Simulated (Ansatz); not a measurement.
# CH₉BSi₃: up Jacob's ladder to CCSD(T)

How much do the methods differ for CH₉BSi₃? The plan is to run it at one geometry with functionals of several rungs and with coupled cluster. The yardstick is the atomisation energy at the CCSD(T) limit.

The runs use Ansatz 0.2.0, Gaussian basis; functionals in def2-TZVPP, the program's frozen cores in correlated methods.

Levels to be run: PBE-D4, r2SCAN-D4, PBE0-D4, B3LYP-D4, ωB97X-V, ωB97M-V, B2PLYP; CCSD(T)/def2-TZVPP; MP2/def2-QZVPP; extrapolation to the limit.

## (1) The geometry

All runs share one geometry, relaxed beforehand with PBE0-D4 in a triple-zeta def2 set.

SMILES `[SiH3]C1B[SiH2][SiH2]1`, 14 atoms, charge 0, spin multiplicity 1.

Atoms are counted from 1 here; the program's logs count them from 0.

Bond lengths: Si1–C2 1.865 Å, Si1–H6 1.488 Å, Si1–H7 1.488 Å, Si1–H8 1.488 Å, C2–B3 1.546 Å, C2–Si5 1.928 Å, C2–H9 1.091 Å, B3–Si4 1.960 Å, B3–H10 1.202 Å, Si4–Si5 2.401 Å, Si4–H11 1.483 Å, Si4–H12 1.481 Å, Si5–H13 1.485 Å, Si5–H14 1.481 Å. Angles: C2–Si1–H6 109.5°, C2–Si1–H7 110.8°, C2–Si1–H8 110.9°, H6–Si1–H7 108.5°, H6–Si1–H8 108.5°, H7–Si1–H8 108.5°, Si1–C2–B3 120.9°, Si1–C2–Si5 107.6°, Si1–C2–H9 111.9°, B3–C2–Si5 80.1°, B3–C2–H9 115.8°, Si5–C2–H9 116.5°, C2–B3–Si4 114.6°, C2–B3–H10 119.6°, Si4–B3–H10 114.6°, B3–Si4–Si5 61.3°, B3–Si4–H11 125.6°, B3–Si4–H12 119.5° and more.

## (2) PBE-D4 (GGA)

in.yaml

```yaml
crystal:
  periodic: [false, false, false]
  atoms:
    - {symbol: Si, position_ang: [-1.140502, 0.827791, 1.400954]}
    - {symbol: C, position_ang: [-0.785543, 0.598828, -0.415365]}
    - {symbol: B, position_ang: [-0.603664, -0.813648, -1.016498]}
    - {symbol: Si, position_ang: [0.950043, -1.797522, -0.337130]}
    - {symbol: Si, position_ang: [1.129718, 0.577867, -0.637463]}
    - {symbol: H, position_ang: [-0.255556, -0.064850, 2.196625]}
    - {symbol: H, position_ang: [-2.555735, 0.488042, 1.709653]}
    - {symbol: H, position_ang: [-0.890325, 2.233901, 1.818705]}
    - {symbol: H, position_ang: [-1.339198, 1.309528, -1.030919]}
    - {symbol: H, position_ang: [-0.842836, -0.998868, -2.179743]}
    - {symbol: H, position_ang: [1.272804, -2.019490, 1.093705]}
    - {symbol: H, position_ang: [1.652673, -2.754483, -1.222911]}
    - {symbol: H, position_ang: [1.785777, 1.191281, 0.545690]}
    - {symbol: H, position_ang: [1.609440, 1.192423, -1.896503]}
basis:
  gaussian: {orbitals: def2-TZVPP}
hamiltonian: {xc: pbe, dispersion: d4}
output: {forces: true, orbitals: {seedname: orbitals}}
```

Launch:

```console
> ansatz run in.yaml --threads 4 --pin off --events-out ev --progress --plain --max-ram 10444MiB
```

The runs that follow: r2SCAN-D4 (meta-GGA); PBE0-D4 (hybrid); B3LYP-D4 (hybrid); ωB97X-V (range-separated); ωB97M-V (range-separated); B2PLYP (double hybrid); CCSD(T) in def2-TZVPP; MP2 in def2-QZVPP.

Before running them: what should the planned runs give, taken together? Wanted: atomisation energy, CCSD(T)/CBS; farthest; mean size of error, hybrid; mean size of error, range-separated; gap, smallest and largest; T1 diagnostic; triples share of the correlation energy.

As calculated:

```
                               quantity                                value
        atomisation energy, CCSD(T)/CBS                      1087.7 kcal/mol
functionals within 5.4 kcal/mol (0.5 %)   PBE-D4, PBE0-D4, B3LYP-D4, ωB97M-V
                               farthest              B2PLYP (-15.8 kcal/mol)
             mean size of error, hybrid                         0.4 kcal/mol
    mean size of error, range-separated                         7.1 kcal/mol
              gap, smallest and largest  3.48 eV (PBE-D4), 9.52 eV (ωB97X-V)
                          T1 diagnostic                               0.0147
triples share of the correlation energy                                4.2 %
```

What this shows: PBE-D4 misses by +4.4 kcal/mol. Double hybrids carry the basis error of their MP2 part in triple zeta, and no dispersion term here, so their miss is partly the set-up's. The reference freezes the cores and leaves out relativity and excitations past (T), so misses under about 5.4 kcal/mol can't be ranked. Hartree-Fock recovers 76 % of the binding; the rest is correlation. Orbital gaps span 3.5 to 9.5 eV; exact exchange widens them.
